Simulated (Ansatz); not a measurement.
# SnSe: a one-atom displacement scan

Aim: for SnSe, measure how stiffly atom 5 (Se) is held.

Method: DFT r2SCAN, scalar-relativistic, plane waves, PAW, in Ansatz 0.2.0.

2 further runs of the same task are left out: 2 set aside as unsound or not needed. Runs told in other sessions of the task aren't counted.

### Step 1. The system as given

Symmetry: Fm-3m, No. 225, cubic system. The conventional cell has a = 6.020 Å, b = 6.020 Å, c = 6.020 Å, α = 90.00°, β = 90.00°, γ = 90.00°. Sn (site symmetry m-3m) is surrounded by 6 Se at 3.01 Å. Around Se (site symmetry m-3m) lie 6 Sn at 3.01 Å.

Coordinates:

```cif
data_structure
_symmetry_space_group_name_H-M 'Fm-3m'
_symmetry_Int_Tables_number 225
_cell_length_a 6.0200
_cell_length_b 6.0200
_cell_length_c 6.0200
_cell_angle_alpha 90.000
_cell_angle_beta 90.000
_cell_angle_gamma 90.000
_cell_volume 218.17
loop_
_atom_site_label
_atom_site_type_symbol
_atom_site_symmetry_multiplicity
_atom_site_Wyckoff_symbol
_atom_site_fract_x
_atom_site_fract_y
_atom_site_fract_z
_atom_site_occupancy
Sn1 Sn 4 a 0.00000 0.00000 0.00000 1
Se1 Se 4 b 0.00000 0.00000 0.50000 1
```

It is built from the cell relaxed beforehand with the same method (27.27 Å³/atom).

### Step 2. The reference: the undisturbed cell on the scan's mesh

Input file input.yaml:

```yaml
crystal:
  lattice:
    - [6.02, 0.0, 0.0]
    - [0.0, -6.02, 0.0]
    - [0.0, 0.0, -6.02]
  atoms:
    - { symbol: Sn, position: [0.0, 0.5, 0.5] }
    - { symbol: Sn, position: [0.5, 0.0, 0.5] }
    - { symbol: Sn, position: [0.5, 0.5, 0.0] }
    - { symbol: Sn, position: [0.0, 0.0, 0.0] }
    - { symbol: Se, position: [0.5, 0.0, 0.0] }
    - { symbol: Se, position: [0.0, 0.5, 0.0] }
    - { symbol: Se, position: [0.0, 0.0, 0.5] }
    - { symbol: Se, position: [0.5, 0.5, 0.5] }
basis:
  ecutwfc: 500
kpoints:
  mp_grid: { grid: [6, 6, 6] }
hamiltonian:
  xc: r2scan
scf:
  occupations: { method: gaussian, width: 0.05 }
output:
  forces: true
  stress: true
  eigenvalues: true
  write_density: true
  write_potential: true
  elf: true
  volumetric_format: npy
```

On the command line:

```
$ ansatz run input.yaml --threads 1 --pin off --max-ram 2560MiB --backend cpu --events-out ev --progress --plain --runs-dir out
```

The log of the run, cut to the lines that bear on the results:

```text
Warning: RAYON_NUM_THREADS=1 ignored (pool sized by the plan → 1); use --threads N
[...]
Pseudopotentials: kind: paw
Pseudopotential: Sn, paw, valence charge 14, recommended cutoff 500 eV (meta_gga), Sn.paw.azcp
Pseudopotential: Se, paw, valence charge 16, recommended cutoff 500 eV (meta_gga), Se.paw.azcp
Functional definition: r2SCAN
[...]
Crystal: 8 atoms, lattice volume = 218.167 Å³
Basis set: ecut = 500 eV, 5497 PW (Γ), exchange–correlation on 180×180×180 points (64 copies of the dense FFT grid, shifted against one another)
Bands: 72, of which v1, the nominal top of the filled ones, is band 60 counted from 1 (59 counted from 0)
Symmetry: 192 space group operations
Space group: Fm-3m (ITA 225), of the structure as read, at distance tolerance 6.0e-5 Å
k-points: 20 of 216
[...]
SCF iter   1: F=—  HF=-46070.313999 eV  |F-HF|=—  |Δ(HF+E_count)|=         —  Δρ=4.52e-3  dr2=5.74e-2  dr2_τ=8.19e-3  ethr=1.77e-3  ⟨swp⟩=6.8  Hψ=5299  notcnv=0  defer=2
[...]
SCF iter   7: F=-46070.340135 eV  HF=-46070.340135 eV  |F-HF|=2.06e-8  |Δ(HF+E_count)|=   2.24e-7  Δρ=3.05e-6  dr2=3.16e-8  dr2_τ=3.18e-10  ethr=8.33e-11  ⟨swp⟩=13.7  Hψ=11679  notcnv=0
[...]
SCF converged after 7 iterations
Free energy (F): -46070.340135 eV
[...]
E sigma→0 (E₀):  -46070.340135 eV
Fermi energy:    9.386864 eV
[...]
--- Forces (eV/Å), atoms counted from 1 ---
  atom   1  Sn    -0.00000000     0.00000000    -0.00000000
  atom   2  Sn     0.00000000     0.00000000     0.00000000
  atom   3  Sn     0.00000000     0.00000000    -0.00000000
  atom   4  Sn    -0.00000000     0.00000000    -0.00000000
  atom   5  Se     0.00000000     0.00000000     0.00000000
  atom   6  Se    -0.00000000     0.00000000     0.00000000
  atom   7  Se    -0.00000000     0.00000000     0.00000000
  atom   8  Se     0.00000000     0.00000000     0.00000000
[...]
--- Stress (GPa, compression-positive) ---
       -0.047704       0.000000      -0.000000
       -0.000000      -0.047704       0.000000
       -0.000000      -0.000000      -0.047704
  P = ⅓ Tr σ = -0.0477 GPa (-0.477 kbar)
--- Band table (eV; the first three rows and the last of 20) ---
[...]
```

Run time: 50 s. Hardware: 1 thread of Intel Xeon Platinum 8259CL at 2.50GHz (Skylake/Cascade Lake), shared host; peak memory 0.99 GiB.

Density in a lattice plane of the grid's cell (edges 6.02 and 6.02 Å, at 0.000 of the third edge), which holds Sn and Se.

Ten even steps from '0' (0.05 e/Å³) to '9' (41.53 e/Å³):
```
210000000002420000000001
000000000000000000000000
000000000000000000000000
000000000000000000000000
000000000000000000000000
000000000000000000000000
000000000000000000000000
000000000000000000000000
420000000001210000000002
951000000012321000000015
420000000001210000000002
000000000000000000000000
000000000000000000000000
000000000000000000000000
000000000000000000000000
000000000000000000000000
000000000000000000000000
000000000000000000000000
210000000002420000000001
321000000016961000000012
```
Columns run along the first of these edges and rows up along the second, over one cell in 24 and 20 even steps from the bottom left corner. Atoms in the plane (fractional): Sn at (0.50, 0.50), Sn at (0.00, 0.00), Se at (0.50, 0.00), Se at (0.00, 0.50).

ELF in the same plane.

Ten even steps from '0' (0.00) to '9' (0.79):
```
002443479985358997434420
223433368999899986333432
444332247899999874223344
333321124678887642112333
554311001345554310011345
887642112333333321124678
999874223344444332247899
899986333432223433368999
358997434310001343479985
137998534310001343589973
358997434310001343479985
899986333432223433368999
999874223344444332247899
887642112333333321124678
554311001345554310011345
333321124678887642112333
444332247899999874223344
223433368999899986333432
002443479985358997434420
001344589972127998544310
```
Columns run along the first of these edges and rows up along the second, over one cell in 24 and 20 even steps from the bottom left corner. Atoms in the plane (fractional): Sn at (0.50, 0.50), Sn at (0.00, 0.00), Se at (0.50, 0.00), Se at (0.00, 0.50).

Both are smooth fields of the valence electrons: close to the nuclei they are not physical.

Maxima of ELF outside the ion cores: 0.80 in the shell around Se, 0.9 Å from Se.

The cell is repeated 4 times, 8 atoms in all. The reference gives a free energy of -46070.3401 eV, pressure -0.05 GPa, largest force 0.000 eV/Å and gap on the mesh 0.37 eV.

### Step 3. The scan: a one-atom displacement scan

Atom 5 (Se) is moved by x along the Cartesian unit vector (0.000, 0.000, 1.000); the cell and all other atoms stay fixed. Forces below are components along that vector, summed over the moved atoms. In a periodic cell its images move with it.

### Step 4. Point x = -0.100 Å

Changes to input.yaml since step 2:

```diff
@@ -10,3 +10,3 @@
     - { symbol: Sn, position: [0.0, 0.0, 0.0] }
-    - { symbol: Se, position: [0.5, 0.0, 0.0] }
+    - { symbol: Se, position: [0.5, 0.0, 0.0166112957] }
     - { symbol: Se, position: [0.0, 0.5, 0.0] }
@@ -26,5 +26 @@
   eigenvalues: true
-  write_density: true
-  write_potential: true
-  elf: true
-  volumetric_format: npy
```

On the command line:

```
$ ansatz run input.yaml --threads 1 --pin off --max-ram 2560MiB --backend cpu --events-out ev --progress --plain --runs-dir out
```

The log of the run, cut to the lines that bear on the results:

```text
Warning: RAYON_NUM_THREADS=1 ignored (pool sized by the plan → 1); use --threads N
[...]
Pseudopotentials: kind: paw
Pseudopotential: Sn, paw, valence charge 14, recommended cutoff 500 eV (meta_gga), Sn.paw.azcp
Pseudopotential: Se, paw, valence charge 16, recommended cutoff 500 eV (meta_gga), Se.paw.azcp
Functional definition: r2SCAN
[...]
Crystal: 8 atoms, lattice volume = 218.167 Å³
Basis set: ecut = 500 eV, 5497 PW (Γ), exchange–correlation on 180×180×180 points (64 copies of the dense FFT grid, shifted against one another)
Bands: 72, of which v1, the nominal top of the filled ones, is band 60 counted from 1 (59 counted from 0)
Symmetry: 8 space group operations
Space group: P4mm (ITA 99), of the structure as read, at distance tolerance 6.0e-5 Å
k-points: 40 of 216 (time reversal used)
[...]
SCF converged after 7 iterations
Free energy (F): -46070.338105 eV
[...]
E sigma→0 (E₀):  -46070.338105 eV
Fermi energy:    9.373245 eV
[...]
--- Forces (eV/Å), atoms counted from 1 ---
  atom   1  Sn     0.00000000     0.00000000     0.01168540
  atom   2  Sn     0.00000000     0.00000000     0.06303618
  atom   3  Sn     0.00000000     0.00000000    -0.02435826
  atom   4  Sn     0.00000000     0.00000000    -0.02435826
  atom   5  Se    -0.00000000     0.00000000     0.04788722
  atom   6  Se     0.00000000     0.00000000    -0.01434049
  atom   7  Se    -0.00000000     0.00000000    -0.02977940
  atom   8  Se    -0.00000000     0.00000000    -0.02977940
[...]
--- Stress (GPa, compression-positive) ---
       -0.035302       0.000000       0.000000
        0.000000      -0.035302       0.000000
        0.000000       0.000000       0.055207
  P = ⅓ Tr σ = -0.0051 GPa (-0.051 kbar)
--- Band table (eV; the first three rows and the last of 40) ---
[...]
```

Wall time 88 s (1 thread of Intel Xeon Platinum 8259CL at 2.50GHz (Skylake/Cascade Lake), shared host); peak memory 1.1 GiB.

### Step 5. x = 0.080 Å

Changes to input.yaml since step 4:

```diff
@@ -10,3 +10,3 @@
     - { symbol: Sn, position: [0.0, 0.0, 0.0] }
-    - { symbol: Se, position: [0.5, 0.0, 0.0166112957] }
+    - { symbol: Se, position: [0.5, 0.0, -0.0132890365] }
     - { symbol: Se, position: [0.0, 0.5, 0.0] }
```

On the command line:

```
$ ansatz run input.yaml --threads 1 --pin off --max-ram 2560MiB --backend cpu --events-out ev --progress --plain --runs-dir out
```

The log of the run, cut to the lines that bear on the results:

```text
Warning: RAYON_NUM_THREADS=1 ignored (pool sized by the plan → 1); use --threads N
[...]
Pseudopotentials: kind: paw
Pseudopotential: Sn, paw, valence charge 14, recommended cutoff 500 eV (meta_gga), Sn.paw.azcp
Pseudopotential: Se, paw, valence charge 16, recommended cutoff 500 eV (meta_gga), Se.paw.azcp
Functional definition: r2SCAN
[...]
Crystal: 8 atoms, lattice volume = 218.167 Å³
Basis set: ecut = 500 eV, 5497 PW (Γ), exchange–correlation on 180×180×180 points (64 copies of the dense FFT grid, shifted against one another)
Bands: 72, of which v1, the nominal top of the filled ones, is band 60 counted from 1 (59 counted from 0)
Symmetry: 8 space group operations
Space group: P4mm (ITA 99), of the structure as read, at distance tolerance 6.0e-5 Å
k-points: 40 of 216 (time reversal used)
[...]
SCF converged after 7 iterations
Free energy (F): -46070.338921 eV
[...]
E sigma→0 (E₀):  -46070.338921 eV
Fermi energy:    9.376624 eV
[...]
--- Forces (eV/Å), atoms counted from 1 ---
  atom   1  Sn     0.00000000     0.00000000    -0.00951914
  atom   2  Sn    -0.00000000     0.00000000    -0.05482038
  atom   3  Sn    -0.00000000     0.00000000     0.01949711
  atom   4  Sn    -0.00000000     0.00000000     0.01949711
  atom   5  Se     0.00000000     0.00000000    -0.03413315
  atom   6  Se    -0.00000000     0.00000000     0.01159950
  atom   7  Se     0.00000000     0.00000000     0.02394217
  atom   8  Se     0.00000000     0.00000000     0.02394217
[...]
--- Stress (GPa, compression-positive) ---
       -0.039731       0.000000       0.000000
        0.000000      -0.039731       0.000000
        0.000000       0.000000       0.017877
  P = ⅓ Tr σ = -0.0205 GPa (-0.205 kbar)
--- Band table (eV; the first three rows and the last of 40) ---
[...]
```

Wall time 86 s (1 thread of Intel Xeon Platinum 8259CL at 2.50GHz (Skylake/Cascade Lake), shared host); peak memory 1.1 GiB.

### Step 6. Point x = -0.060 Å

Changes to input.yaml since step 5:

```diff
@@ -10,3 +10,3 @@
     - { symbol: Sn, position: [0.0, 0.0, 0.0] }
-    - { symbol: Se, position: [0.5, 0.0, -0.0132890365] }
+    - { symbol: Se, position: [0.5, 0.0, 0.0099667774] }
     - { symbol: Se, position: [0.0, 0.5, 0.0] }
```

On the command line:

```
$ ansatz run input.yaml --threads 1 --pin off --max-ram 2560MiB --backend cpu --events-out ev --progress --plain --runs-dir out
```

The log of the run, cut to the lines that bear on the results:

```text
Warning: RAYON_NUM_THREADS=1 ignored (pool sized by the plan → 1); use --threads N
[...]
Pseudopotentials: kind: paw
Pseudopotential: Sn, paw, valence charge 14, recommended cutoff 500 eV (meta_gga), Sn.paw.azcp
Pseudopotential: Se, paw, valence charge 16, recommended cutoff 500 eV (meta_gga), Se.paw.azcp
Functional definition: r2SCAN
[...]
Crystal: 8 atoms, lattice volume = 218.167 Å³
Basis set: ecut = 500 eV, 5497 PW (Γ), exchange–correlation on 180×180×180 points (64 copies of the dense FFT grid, shifted against one another)
Bands: 72, of which v1, the nominal top of the filled ones, is band 60 counted from 1 (59 counted from 0)
Symmetry: 8 space group operations
Space group: P4mm (ITA 99), of the structure as read, at distance tolerance 6.0e-5 Å
k-points: 40 of 216 (time reversal used)
[...]
SCF converged after 7 iterations
Free energy (F): -46070.339489 eV
[...]
E sigma→0 (E₀):  -46070.339489 eV
Fermi energy:    9.380091 eV
[...]
--- Forces (eV/Å), atoms counted from 1 ---
  atom   1  Sn     0.00000000     0.00000000     0.00724297
  atom   2  Sn     0.00000000     0.00000000     0.04370240
  atom   3  Sn     0.00000000     0.00000000    -0.01462927
  atom   4  Sn     0.00000000     0.00000000    -0.01462927
  atom   5  Se    -0.00000000     0.00000000     0.02313038
  atom   6  Se     0.00000000     0.00000000    -0.00877284
  atom   7  Se     0.00000000     0.00000000    -0.01802472
  atom   8  Se    -0.00000000     0.00000000    -0.01802472
[...]
--- Stress (GPa, compression-positive) ---
       -0.043204       0.000000       0.000000
        0.000000      -0.043204       0.000000
        0.000000       0.000000      -0.010938
  P = ⅓ Tr σ = -0.0324 GPa (-0.324 kbar)
--- Band table (eV; the first three rows and the last of 40) ---
[...]
```

Wall time 84 s (1 thread of Intel Xeon Platinum 8259CL at 2.50GHz (Skylake/Cascade Lake), shared host); peak memory 1.1 GiB.

### Step 7. At x = 0.040 Å

Changes to input.yaml since step 6:

```diff
@@ -10,3 +10,3 @@
     - { symbol: Sn, position: [0.0, 0.0, 0.0] }
-    - { symbol: Se, position: [0.5, 0.0, 0.0099667774] }
+    - { symbol: Se, position: [0.5, 0.0, -0.0066445183] }
     - { symbol: Se, position: [0.0, 0.5, 0.0] }
```

On the command line:

```
$ ansatz run input.yaml --threads 1 --pin off --max-ram 2560MiB --backend cpu --events-out ev --progress --plain --runs-dir out
```

The log of the run, cut to the lines that bear on the results:

```text
[...]
SCF converged after 7 iterations
Free energy (F): -46070.339860 eV
[...]
E sigma→0 (E₀):  -46070.339860 eV
Fermi energy:    9.383351 eV
[...]
--- Forces (eV/Å), atoms counted from 1 ---
  atom   1  Sn     0.00000000     0.00000000    -0.00487946
  atom   2  Sn    -0.00000000     0.00000000    -0.03037710
  atom   3  Sn    -0.00000000     0.00000000     0.00975595
  atom   4  Sn     0.00000000     0.00000000     0.00975595
  atom   5  Se     0.00000000     0.00000000    -0.01423266
  atom   6  Se    -0.00000000     0.00000000     0.00588305
  atom   7  Se     0.00000000     0.00000000     0.01204828
  atom   8  Se     0.00000000     0.00000000     0.01204828
[...]
--- Stress (GPa, compression-positive) ---
       -0.045702       0.000000       0.000000
        0.000000      -0.045702       0.000000
        0.000000       0.000000      -0.031406
  P = ⅓ Tr σ = -0.0409 GPa (-0.409 kbar)
--- Band table (eV; the first three rows and the last of 40) ---
[...]
```

Run time: 85 s. Hardware: 1 thread of Intel Xeon Platinum 8259CL at 2.50GHz (Skylake/Cascade Lake), shared host; peak memory 1.1 GiB.

### Step 8. x = -0.020 Å

Changes to input.yaml since step 7:

```diff
@@ -10,3 +10,3 @@
     - { symbol: Sn, position: [0.0, 0.0, 0.0] }
-    - { symbol: Se, position: [0.5, 0.0, -0.0066445183] }
+    - { symbol: Se, position: [0.5, 0.0, 0.0033222591] }
     - { symbol: Se, position: [0.0, 0.5, 0.0] }
```

On the command line:

```
$ ansatz run input.yaml --threads 1 --pin off --max-ram 2560MiB --backend cpu --events-out ev --progress --plain --runs-dir out
```

The log of the run, cut to the lines that bear on the results:

```text
[...]
SCF converged after 7 iterations
Free energy (F): -46070.340068 eV
[...]
E sigma→0 (E₀):  -46070.340068 eV
Fermi energy:    9.385871 eV
[...]
--- Forces (eV/Å), atoms counted from 1 ---
  atom   1  Sn     0.00000000     0.00000000     0.00245530
  atom   2  Sn     0.00000000     0.00000000     0.01556349
  atom   3  Sn     0.00000000     0.00000000    -0.00487893
  atom   4  Sn     0.00000000     0.00000000    -0.00487893
  atom   5  Se    -0.00000000     0.00000000     0.00675616
  atom   6  Se     0.00000000     0.00000000    -0.00295174
  atom   7  Se     0.00000000     0.00000000    -0.00603359
  atom   8  Se    -0.00000000     0.00000000    -0.00603359
[...]
--- Stress (GPa, compression-positive) ---
       -0.047204       0.000000       0.000000
        0.000000      -0.047204       0.000000
        0.000000       0.000000      -0.043636
  P = ⅓ Tr σ = -0.0460 GPa (-0.460 kbar)
--- Band table (eV; the first three rows and the last of 40) ---
[...]
```

Run time: 87 s. Hardware: 1 thread of Intel Xeon Platinum 8259CL at 2.50GHz (Skylake/Cascade Lake), shared host; peak memory 1.1 GiB.

### Step 9. The scan collected

The scan, with free energies counted from the undisturbed cell:

| x (Å) | ΔE (meV/cell) | force on the moved atoms (eV/Å) | pressure (GPa) | gap on the mesh (eV) |
| --- | --- | --- | --- | --- |
| -0.100 | 2.0 | 0.048 | 0.0 | 0.34 |
| -0.060 | 0.6 | 0.023 | 0.0 | 0.35 |
| -0.020 | 0.1 | 0.007 | 0.0 | 0.36 |
| 0.000 | 0.0 | 0.000 | 0.0 | 0.37 |
| 0.040 | 0.3 | -0.014 | 0.0 | 0.35 |
| 0.080 | 1.2 | -0.034 | 0.0 | 0.34 |

### Step 10. Results

| quantity | value |
| --- | --- |
| force constant along x, from the points at -0.020, 0 and 0.040 Å | 0.34 eV/Å² |

What this shows: The restoring force grows by 0.34 eV/Å per Å near the site; for the mass of Se against a rigid frame that is a vibration of about 34 cm⁻¹. No sampled point lies below the undisturbed cell. The gap on the mesh stays between 0.34 and 0.37 eV.

Spin-orbit coupling is left out, though the cell holds Sn; it can move the gap.
